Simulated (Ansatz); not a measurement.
Working through a geometry optimisation of AlF₂H₅Si₂, SMILES F[SiH2][Al]([F])[SiH3]

With Ansatz 0.2.0, Python API.

Run as a notebook:

**Cell 1**
```python
import ansatz
import numpy as np
```

**Cell 2**
```python
mol = (
    ansatz.Crystal.molecule()
    .atom("F", (-0.99, 2.1127, 1.461))
    .atom("Si", (0.1607, 1.0174, 1.7683))
    .atom("Al", (-0.165, -0.8479, 0.3476))
    .atom("F", (-0.3364, -2.4698, 1.0685))
    .atom("Si", (-0.0639, -0.5814, -1.9983))
    .atom("H", (1.4837, 1.6329, 1.5131))
    .atom("H", (0.1052, 0.5973, 3.1781))
    .atom("H", (-1.3105, -0.9812, -2.5667))
    .atom("H", (0.1759, 0.8594, -2.2529))
    .atom("H", (1.0233, -1.3905, -2.5158))
)
```

**Cell 3**
```python
calculation = mol.calculation()
calculation = calculation.basis(gaussian="6-31G*")
calculation = calculation.functional("pbe0")
symbols = [site.symbol for site in mol.cartesian_sites]
start = np.array([site.position_ang for site in mol.cartesian_sites], dtype=float)
def progress(event):
    if event["event"] == "relax_step":
        row = event["data"]
        print(f"step {row['step']:3d}  E = {row['lagrangian_ev']:.6f} eV  largest force component {row['allowed_force_max_ev_ang']:.4f} eV/A")


rep = calculation.relax(force_tolerance=0.02, max_steps=100).session().plan().execute(on_event=progress).report
end = np.array(rep["positions_ang"])
```
Output:
```text
step   1  E = -27853.611458 eV  largest force component 2.8749 eV/A
step   2  E = -27853.922197 eV  largest force component 1.5562 eV/A
step   3  E = -27853.989581 eV  largest force component 0.2505 eV/A
step   4  E = -27853.998525 eV  largest force component 0.1959 eV/A
step   5  E = -27854.006349 eV  largest force component 0.1134 eV/A
step   6  E = -27854.009998 eV  largest force component 0.0292 eV/A
step   7  E = -27854.011363 eV  largest force component 0.0119 eV/A
step   8  E = -27854.009248 eV  largest force component 0.2440 eV/A
step   9  E = -27854.012933 eV  largest force component 0.0635 eV/A
step  10  E = -27854.013392 eV  largest force component 0.1131 eV/A
step  11  E = -27854.013150 eV  largest force component 0.0953 eV/A
step  12  E = -27854.014646 eV  largest force component 0.0603 eV/A
step  13  E = -27854.015268 eV  largest force component 0.0131 eV/A
step  14  E = -27854.016048 eV  largest force component 0.0992 eV/A
step  15  E = -27854.016565 eV  largest force component 0.0372 eV/A
step  16  E = -27854.016931 eV  largest force component 0.0027 eV/A
step  17  E = -27854.017262 eV  largest force component 0.1051 eV/A
step  18  E = -27854.017239 eV  largest force component 0.0749 eV/A
step  19  E = -27854.017794 eV  largest force component 0.0367 eV/A
step  20  E = -27854.017995 eV  largest force component 0.0342 eV/A
step  21  E = -27854.018133 eV  largest force component 0.0565 eV/A
step  22  E = -27854.018261 eV  largest force component 0.0287 eV/A
step  23  E = -27854.018370 eV  largest force component 0.0253 eV/A
step  24  E = -27854.018496 eV  largest force component 0.0176 eV/A
```

**Cell 4**
```python
print(f"E = {rep['free_energy_ev']:.6f} eV = {rep['free_energy_ev'] / 27.211386246:.7f} Ha")
print("converged:", rep["converged"], " doubts:", rep["published_state_doubts"] or "none")

print("final positions (A) and the move of each atom")
for symbol, xyz, old in zip(symbols, end, start):
    print(f"{symbol:2s} {xyz[0]:10.5f} {xyz[1]:10.5f} {xyz[2]:10.5f}   {np.linalg.norm(xyz - old):7.4f}")
```
Output:
```text
E = -27854.018536 eV = -1023.6163011 Ha
converged: True  doubts: none
final positions (A) and the move of each atom
F    -0.32631    2.44219    1.26712    0.7659
Si    0.14605    1.05528    1.96440    0.2003
Al    0.17849   -0.75505    0.29042    0.3604
F     0.51779   -2.25202    0.94156    0.8906
Si   -0.21443   -0.65867   -2.13223    0.2158
H     1.49669    1.27504    2.56812    1.1141
H    -0.78937    0.75863    3.09213    0.9131
H    -1.58260   -1.15950   -2.46448    0.3410
H    -0.11097    0.73985   -2.64284    0.4986
H     0.76766   -1.49684   -2.88131    0.4585
```

**Cell 5**
```python
charges = rep["charge_distribution"]
print("dipole moment", round(4.803205 * float(np.linalg.norm(charges["dipole_moment_e_ang"])), 3), "D")
print("Mulliken:", [(s, round(q, 3)) for s, q in zip(symbols, charges["mulliken_charges_e"])])
```
Output:
```text
dipole moment 0.159 D
Mulliken: [('F', -0.393), ('Si', 0.476), ('Al', 0.639), ('F', -0.418), ('Si', -0.026), ('H', -0.084), ('H', -0.083), ('H', -0.037), ('H', -0.038), ('H', -0.037)]
```

Notes:
- Total energies depend on the basis set; only differences at equal settings carry meaning.
- The end point is the stationary point reached from this start; no frequency run checks that it is a minimum, and the basis set is modest.
- Wall time of the script: 110 s on 1 thread of Arm Neoverse V2, on a shared host, peak memory 0.28 GiB.

(Lines on the test bed's own set-up are left out of the output.)
